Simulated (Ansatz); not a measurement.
# PtSe: the cost of one run

Computed with Ansatz 0.2.0 (DFT LDA+U (U = 6 eV, J = 0.5 eV on Pt d), plane waves, PAW, no spin–orbit coupling unless a run says so, unless a step's input says otherwise).

2 further runs of the same task are left out: 2 that didn't finish. Runs told in other sessions of the task aren't counted.

**1. The starting structure**

It takes space group F-43m (No. 216, cubic). Conventional cell: a = 6.075 Å, b = 6.075 Å, c = 6.075 Å, α = 90.00°, β = 90.00°, γ = 90.00°. Pt (site symmetry -43m) has 4 Se at 2.63 Å in its first shell of neighbours. Around Se (site symmetry -43m) lie 4 Pt at 2.63 Å.

As a file:

```xyz
4
Lattice="0.0000 3.0374 3.0374 6.0749 3.0374 3.0374 6.0749 6.0749 0.0000" Properties=species:S:1:pos:R:3 pbc="T T T"
Pt    0.0000    0.0000    0.0000
Se    1.5187    1.5187    1.5187
Pt    3.0374    3.0374    0.0000
Se    4.5562    4.5562    1.5187
```

An earlier series on this cell reached its lowest free state from «ferromagnetic start, free, natural orbitals of the symmetric run filled by rank», perhaps among other starts (it ended with site moments under 0.05 μB).

**2. Total moment held at first, then free, 2.00 μB per cell**

Input file input.yaml:

```yaml
crystal:
  lattice:
    - [0.0, 3.03744723, 3.03744723]
    - [6.07489446, 3.03744723, 3.03744723]
    - [6.07489446, 6.07489446, 0.0]
  atoms:
    - { symbol: Pt, position: [0.0, 0.0, 0.0], spin: 1.0 }
    - { symbol: Se, position: [0.25, 0.25, 0.0] }
    - { symbol: Pt, position: [0.0, 0.0, 0.5], spin: 1.0 }
    - { symbol: Se, position: [0.25, 0.25, 0.5] }
basis:
  ecutwfc: 420
  ecutrho_ratio: 4
kpoints:
  mp_grid: { grid: [5, 5, 5] }
hamiltonian:
  xc: lda
  hubbard:
    sites:
      - { site: 0, l: d, u: 6.0, j: 0.5 }
      - { site: 2, l: d, u: 6.0, j: 0.5 }
scf:
  occupations: { method: gaussian, width: 0.05 }
  lower_state_search: "off"
  max_iter: 150
output:
  forces: true
  stress: true
  eigenvalues: true
  populations: true
  hubbard: { sites: [{ site: 0, l: d }, { site: 2, l: d }] }
magnetization:
  spin_polarized: true
  initial_magnetization: 2.0
  spin_locking: { lock_magnetization: soft, n_iters: 12 }
```

The lock is temporary (n_iters 12) and is released on the way.

On the command line:

```
> ansatz run input.yaml --threads 2 --pin off --max-ram 3072MiB --backend cpu --events-out ev --progress --plain --runs-dir out
```

**Question.** How long does this run take on 2 threads of Arm Neoverse N1, shared host, and how much memory does it need?

About 48 s, with a peak of 0.44 GiB.
